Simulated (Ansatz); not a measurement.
A nudged elastic band was laid between two geometries of a periodic cell of 17 atoms, GaSi$_{16}$ (host Si, host structure diamond, interstitial Ga).

Theory: DFT PBE-D3(BJ), scalar-relativistic, plane waves, PAW in Ansatz 0.2.0. Settings: PAW set soft_1, cutoff 420 eV, k mesh 2x2x2, gaussian smearing 0.05 eV, spin collinear.

```yaml
movable_images: 5
climbing_image: yes
spring: 5.0 eV/Å²
optimiser: quadratic models (default)
start_path: straight line
force_threshold: 0.05 eV/Å
iteration_limit: 30
end_points: relaxed
```

Image 0:

```xyz
17
Lattice="0.0000 5.4300 5.4300 5.4300 0.0000 5.4300 5.4300 5.4300 0.0000" Properties=species:S:1:pos:R:3
Si -0.013 -0.013 0.013
Si 1.359 1.358 1.326
Si 2.730 2.730 0.013
Si 4.074 4.073 1.357
Si 2.767 -0.050 2.664
Si 4.105 1.358 4.072
Si 5.417 2.730 2.700
Si 6.789 4.042 4.071
Si -0.048 2.765 2.665
Si 1.359 4.104 4.072
Si 2.730 5.417 2.700
Si 4.043 6.788 4.072
Si 2.767 2.766 5.480
Si 4.076 4.073 6.787
Si 5.383 5.382 5.478
Si 6.789 6.789 6.818
Ga 6.791 6.788 4.072
```

Image 6:

Only the atoms that move by more than 0.05 Å are listed.
```
Si2 1.308 1.308 1.308
Si4 4.123 4.123 1.307
Si5 2.718 -0.031 2.712
Si6 4.121 1.309 4.121
Si9 -0.031 2.717 2.713
Si10 1.308 4.122 4.122
Si13 2.715 2.715 5.462
Si15 5.433 5.428 5.420
Si16 6.771 6.770 6.769
Ga17 8.144 8.146 2.714
```

(1) Which bonds break or form, and what moves?

(2) What energy profile does the band end with?

(3) What is the geometry of the highest image?

Answers

(1) Contacts lost: Si15–Ga17. Contacts made: Si4–Ga17. The atom that moves furthest is Ga17, by 2.35 Å; four of its nearest neighbours are Si5 2.44, Si13 2.44, Si15 2.44, Si9 2.44 Å at the first end and Si10 2.44, Si6 2.44, Si4 2.44, Si2 2.44 Å at the last.

(2) It converged. The highest image is number 3 of 0 to 6, 0.73 eV above the ends, which have the same energy within 2 meV. By the program's own check the climbing image is a first-order saddle point (lowest curvatures found: -4.06 and 0.44 eV/Å²). Limits of this set-up: coarse k mesh, a small cell, in which the defect meets its images.

```tsv
image	path coordinate (Å)	energy (eV)	Si15–Ga17 (Å)	Si4–Ga17 (Å)
0	0.00	0.00	2.44	4.70
1	0.52	0.08	2.49	4.26
2	1.05	0.35	2.65	3.73
3	1.57	0.73	3.15	3.15
4	2.09	0.35	3.73	2.65
5	2.62	0.08	4.26	2.49
6	3.14	0.00	4.70	2.44
```

(3) 
```xyz
17
Lattice="0.0000 5.4300 5.4300 5.4300 0.0000 5.4300 5.4300 5.4300 0.0000" Properties=species:S:1:pos:R:3
Si -0.215 -0.216 0.215
Si 1.248 1.247 1.240
Si 2.647 2.646 -0.013
Si 3.856 3.855 1.573
Si 2.827 -0.116 2.602
Si 4.189 1.247 4.182
Si 5.443 2.646 2.783
Si 6.858 4.061 4.002
Si -0.115 2.826 2.602
Si 1.248 4.189 4.182
Si 2.647 5.442 2.783
Si 4.062 6.857 4.002
Si 2.827 2.826 5.544
Si 4.290 4.289 6.569
Si 5.649 5.648 5.211
Si 6.858 6.857 6.798
Ga 7.467 7.467 3.392
```

Time of the run: 3.5 min on 2 threads of Arm Neoverse V2, on a shared host, peak memory 1.6 GiB.
